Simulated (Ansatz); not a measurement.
# CH6B2O (SMILES BB(C)O) at wB97X/def2-SVP

Aim: the electronic atomisation energy of CH6B2O at wB97X/def2-SVP, from 5 runs. 

The results are computed with Ansatz 0.2.0.

69 further runs of the same task are left out: 69 set aside as unsound or not needed.

## 1. Starting point

CH6B2O: 10 atoms, total charge 0, spin state singlet. As SMILES, `BB(C)O`. The shape is that of a PBE0-D4/def2-TZVP optimisation. This is one conformer, not always the lowest.

Bond lengths: B1–B2 1.681 Å, B2–C3 1.575 Å, B2–O4 1.367 Å, B1–H5 1.201 Å, B1–H6 1.200 Å, C3–H7 1.093 Å, C3–H8 1.094 Å, C3–H9 1.097 Å, O4–H10 0.959 Å. Some angles: B1–B2–C3 118.7°, B1–B2–O4 125.5°, C3–B2–O4 115.8°, B2–B1–H5 121.9°, B2–B1–H6 122.5°, B2–C3–H7 113.8°, B2–C3–H8 111.5°, B2–C3–H9 108.5°, B2–O4–H10 114.4°, H5–B1–H6 115.4°.

## 2. The energy at wB97X/def2-SVP

File job.yaml:

```yaml
crystal:
  periodic: [false, false, false]
  atoms:
    - symbol: B
      position_ang: [-1.157400, 0.826800, -0.622100]
    - symbol: B
      position_ang: [0.289400, 0.045900, -0.271000]
    - symbol: C
      position_ang: [0.377300, -0.834700, 1.032200]
    - symbol: O
      position_ang: [1.432600, 0.117800, -1.017900]
    - symbol: H
      position_ang: [-2.010400, 0.312100, -1.292200]
    - symbol: H
      position_ang: [-1.440400, 1.898900, -0.162200]
    - symbol: H
      position_ang: [-0.546500, -1.371000, 1.265900]
    - symbol: H
      position_ang: [1.200400, -1.552500, 0.975700]
    - symbol: H
      position_ang: [0.572700, -0.174500, 1.886700]
    - symbol: H
      position_ang: [1.365300, 0.679800, -1.792300]
basis:
  gaussian:
    orbitals: def2-SVP
hamiltonian:
  xc: {name: wB97X}
accuracy: high
output: {orbitals: {seedname: orbitals}}
```

Started as:

```sh
ansatz run job.yaml --threads 1 --pin off --max-ram 3480MiB --events-out events.jsonl --progress --plain --runs-dir runs
```

The log of the run:

```text
Warning: RAYON_NUM_THREADS=1 ignored (pool sized by the plan → 1); use --threads N
Functional definition: wB97X
  name "wB97X"
  parameter omega = 0.3/bohr
  parameter cx = 0.157706
  parameter cx1 = 0.726479
  parameter cx2 = 1.04760
  parameter cx3 = -5.70635
  parameter cx4 = 13.2794
  parameter css1 = -4.33879
  parameter css2 = 18.2308
  parameter css3 = -31.7430
  parameter css4 = 17.2901
  parameter cos1 = 2.37031
  parameter cos2 = -11.3995
  parameter cos3 = 6.58405
  parameter cos4 = -3.78132
  exchange = spin_sum(e_x_unif_sr(omega)*poly(b97_u_x, 1 - cx, cx1, cx2, cx3, cx4)) + cx*exact_x_sr(omega)
      + exact_x_lr(omega)
  correlation = spin_sum(e_c_pw_same_spin*poly(b97_u_same, 1, css1, css2, css3, css4))
      + integral(e_c_pw_opposite_spin*poly(b97_u_opposite, 1, cos1, cos2, cos3, cos4))
2073 factors; integrals over basis functions are off by at most 3.2e-9 eV
382 factors; integrals over basis functions are off by at most 2.3e-9 eV
mean field evaluation 1: about -4526.1239 eV, gradient 4.5e1 eV
mean field evaluation 2: about -4527.0186 eV, gradient 4.3e1 eV
mean field evaluation 4: about -4530.2972 eV, gradient 1.6e0 eV
mean field evaluation 8: about -4530.3037 eV, gradient 5.1e-2 eV
mean field evaluation 16: about -4530.3037 eV, gradient 3.1e-5 eV
mean field -4530.30371218 eV, -166.4855906724 hartree, gradient 1.8e-8 eV, S^2 0.000000; 0 other end points of the search recorded, 0 dependent functions left out
reference -4530.30370908 eV, -166.4855905587 hartree; 15, 15 occupied and 71, 71 virtual orbitals, 2073 factors
Total energy: -4530.30370908 eV, -166.4855905587 hartree
```

It took 22 s on 1 thread of Arm Neoverse V2, shared host; peak memory 0.46 GiB.

## 3. The B atom

File in.yaml:

```yaml
crystal:
  periodic: [false, false, false]
  atoms:
    - symbol: B
      position_ang: [0.000000, 0.000000, 0.000000]
basis:
  gaussian:
    orbitals: def2-SVP
magnetization:
  spin_polarized: true
  initial_magnetization: 1
hamiltonian:
  xc: {name: wB97X}
accuracy: high
```

Run the same way, it converges to -24.62291 Eh (log not shown).

## 4. The C atom at the same level

File job.yaml:

```yaml
crystal:
  periodic: [false, false, false]
  atoms:
    - symbol: C
      position_ang: [0.000000, 0.000000, 0.000000]
basis:
  gaussian: {orbitals: def2-SVP}
magnetization: {spin_polarized: true, initial_magnetization: 2}
hamiltonian: {xc: {name: wB97X}}
accuracy: high
```

Started as:

```sh
ansatz run job.yaml --threads 1 --pin off --max-ram 3480MiB --events-out events.jsonl --progress --plain --runs-dir runs
```

The log of the run (excerpt; [...] marks lines left out):

```text
Warning: RAYON_NUM_THREADS=1 ignored (pool sized by the plan → 1); use --threads N
Functional definition: wB97X
  name "wB97X"
[...]
      + exact_x_lr(omega)
[...]
      + integral(e_c_pw_opposite_spin*poly(b97_u_opposite, 1, cos1, cos2, cos3, cos4))
95 factors; integrals over basis functions are off by at most 1.9e-9 eV
55 factors; integrals over basis functions are off by at most 1.8e-9 eV
[...]
mean field -1028.63777688 eV, -37.8017410646 hartree, gradient 3.8e-9 eV, S^2 2.005190; 0 other end points of the search recorded, 0 dependent functions left out
reference -1028.63777587 eV, -37.8017410274 hartree; 4, 2 occupied and 10, 12 virtual orbitals, 95 factors
Total energy: -1028.63777587 eV, -37.8017410274 hartree
```

Wall time 0.99 s (1 thread of Arm Neoverse V2, shared host); peak memory 0.13 GiB.

## 5. The H atom at the same level

File in.yaml:

```yaml
crystal:
  periodic: [false, false, false]
  atoms:
    - symbol: H
      position_ang: [0.000000, 0.000000, 0.000000]
basis:
  gaussian:
    orbitals: def2-SVP
hamiltonian:
  xc: {name: wB97X}
magnetization:
  spin_polarized: true
  initial_magnetization: 1
accuracy: high
```

Started as:

```sh
ansatz run in.yaml --threads 1 --pin off --max-ram 3480MiB --events-out events.jsonl --progress --plain --runs-dir runs
```

The log of the run (excerpt; [...] marks lines left out):

```text
Warning: RAYON_NUM_THREADS=1 ignored (pool sized by the plan → 1); use --threads N
Functional definition: wB97X
  name "wB97X"
[...]
      + exact_x_lr(omega)
[...]
      + integral(e_c_pw_opposite_spin*poly(b97_u_opposite, 1, cos1, cos2, cos3, cos4))
15 factors; integrals over basis functions are off by at most 8.9e-10 eV
15 factors; integrals over basis functions are off by at most 7.0e-10 eV
[...]
mean field -13.62211750 eV, -0.5006035846 hartree, gradient 3.3e-9 eV, S^2 0.750000; 0 other end points of the search recorded, 0 dependent functions left out
reference -13.62211771 eV, -0.5006035924 hartree; 1, 0 occupied and 4, 5 virtual orbitals, 15 factors
Total energy: -13.62211771 eV, -0.5006035924 hartree
```

It took 0.42 s on 1 thread of Arm Neoverse V2, shared host.

## 6. The O atom, same level

File input.yaml:

```yaml
crystal:
  periodic: [false, false, false]
  atoms:
    - {symbol: O, position_ang: [0.000000, 0.000000, 0.000000]}
basis:
  gaussian: {orbitals: def2-SVP}
magnetization: {spin_polarized: true, initial_magnetization: 2}
hamiltonian: {xc: {name: wB97X}}
accuracy: high
```

Run the same way, it converges to -74.98253 Eh (log not shown).

## 7. Summary of results

Level: wB97X/def2-SVP.

| quantity | value |
| --- | --- |
| molecule: total energy | -166.48559 Eh |
| molecule: HOMO energy | -10.03 eV |
| molecule: LUMO energy | 0.58 eV |
| molecule: HOMO–LUMO gap | 10.61 eV |
| B atom: total energy | -24.62291 Eh |
| B atom: ⟨S²⟩ | 0.754 |
| C atom: total energy | -37.80174 Eh |
| C atom: ⟨S²⟩ | 2.005 |
| H atom: total energy | -0.50060 Eh |
| H atom: ⟨S²⟩ | 0.750 |
| O atom: total energy | -74.98253 Eh |
| O atom: ⟨S²⟩ | 2.003 |
| electronic atomisation energy | 39.508 eV |

Taking the molecule apart into free atoms costs 39.51 eV (3812 kJ/mol), before zero-point energy and without spin-orbit coupling.
